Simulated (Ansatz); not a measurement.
# ClFH4SSi2: the cost of one run

Computed with Ansatz 0.2.0, Gaussian basis. Level: functionals in def2-TZVPP, the program's frozen cores in correlated methods.

The runs, in order: PBE-D4, r2SCAN-D4, PBE0-D4, B3LYP-D4, ωB97X-V, ωB97M-V, B2PLYP; CCSD(T)/def2-TZVPP; MP2/def2-QZVPP; extrapolation to the limit.

## 1. The relaxed structure

All runs share one geometry, relaxed beforehand with PBE0-D4 in a triple-zeta def2 set.

SMILES `F[SiH2]S[SiH2]Cl`, 9 atoms, charge 0, spin multiplicity 1.

Atoms are counted from 1 here; the program's logs count them from 0.

Bond lengths: F1–Si2 1.596 Å, Si2–S3 2.123 Å, Si2–H6 1.479 Å, Si2–H7 1.477 Å, S3–Si4 2.129 Å, Si4–Cl5 2.050 Å, Si4–H8 1.479 Å, Si4–H9 1.477 Å. Angles: F1–Si2–S3 110.7°, F1–Si2–H6 107.3°, F1–Si2–H7 108.0°, S3–Si2–H6 110.5°, S3–Si2–H7 107.2°, H6–Si2–H7 113.3°, Si2–S3–Si4 97.6°, S3–Si4–Cl5 111.7°, S3–Si4–H8 110.4°, S3–Si4–H9 106.9°, Cl5–Si4–H8 107.3°, Cl5–Si4–H9 108.2°, H8–Si4–H9 112.3°.

As a file:

```xyz
9

F    -1.6784    1.0383    1.5462
Si   -1.1282   -0.3877    1.0882
S    -0.9540   -0.4812   -1.0260
Si    0.9757    0.4018   -1.1904
Cl    2.4676   -0.9696   -0.8783
H     0.1938   -0.5736    1.7250
H    -2.1175   -1.4084    1.4896
H     1.1422    1.4710   -0.1822
H     1.0989    0.9093   -2.5720
```

## 2. PBE-D4 (GGA)

in.yaml

```yaml
crystal:
  periodic: [false, false, false]
  atoms:
    - {symbol: F, position_ang: [-1.678390, 1.038323, 1.546205]}
    - {symbol: Si, position_ang: [-1.128230, -0.387675, 1.088211]}
    - {symbol: S, position_ang: [-0.954045, -0.481243, -1.026041]}
    - {symbol: Si, position_ang: [0.975717, 0.401796, -1.190433]}
    - {symbol: Cl, position_ang: [2.467565, -0.969556, -0.878346]}
    - {symbol: H, position_ang: [0.193791, -0.573588, 1.725025]}
    - {symbol: H, position_ang: [-2.117479, -1.408402, 1.489601]}
    - {symbol: H, position_ang: [1.142203, 1.470995, -0.182173]}
    - {symbol: H, position_ang: [1.098868, 0.909350, -2.572050]}
basis:
  gaussian: {orbitals: def2-TZVPP}
hamiltonian: {xc: pbe, dispersion: d4}
output: {forces: true, orbitals: {seedname: orbitals}}
```

Launch:

```bash
$ ansatz run in.yaml --threads 2 --pin off --events-out ev --progress --plain --max-ram 22528MiB --backend cpu
```

**Question.** How long does this run take on 2 threads of AMD EPYC 7R13, shared host, and how much memory does it need?

About 6 s, with a peak of 0.39 GiB.
